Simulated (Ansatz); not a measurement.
Runs of Ansatz 0.2.0 on Zr3S2. It takes space group R32 (No. 155, trigonal). Conventional cell: a = 5.805 Å, b = 5.805 Å, c = 10.463 Å, α = 90.00°, β = 90.00°, γ = 120.00°. Around Zr (site symmetry 2) lie 4 S at 2.61 to 2.62 Å. S (site symmetry 3) has 6 Zr at 2.61 to 2.62 Å as nearest neighbours. The cell comes from a database or a generator and needn't be the stable form of this composition.

```tsv
level	gap on the mesh (eV)	pressure (GPa)	relaxed volume (Å³/atom)	largest force (eV/Å)
r2SCAN	none	0.0	(b)	0.01
r2SCAN+D3(BJ)	none	0.0	19.92	0.01
r2SCAN+rVV10	none	0.0	20.06	-
r2SCAN+D4	none	0.0	20.10	-
r2SCAN+D3(BJ)-ATM	none	0.0	(a)	-
```

Alike in all rows: task relaxation of cell and atoms; potentials or basis Ansatz PAW; no spin polarisation; cell relaxed; k mesh 6 × 6 × 6; cutoff (eV) 500; smearing fermi-dirac 0.05 eV.

Task: Fill in the values left out.

Result: (a) 20.01; (b) 20.23.

Caveats: the plane-wave basis is chosen anew once the cell has moved, so the energies of steps on either side of that aren't comparable; the PAW data sets come from PBE, with cores solved anew for the run's functional, which leaves a small shift of forces and pressure; pairwise dispersion overbinds metals, which lowers pressure and volume (some runs); the dispersion damping was fitted for another functional or another form of the correction (some runs).

A k mesh can miss the band edges, and the runs leave out spin-orbit coupling on Zr.

A gap of «none» marks a metal or a gap under the smearing width.
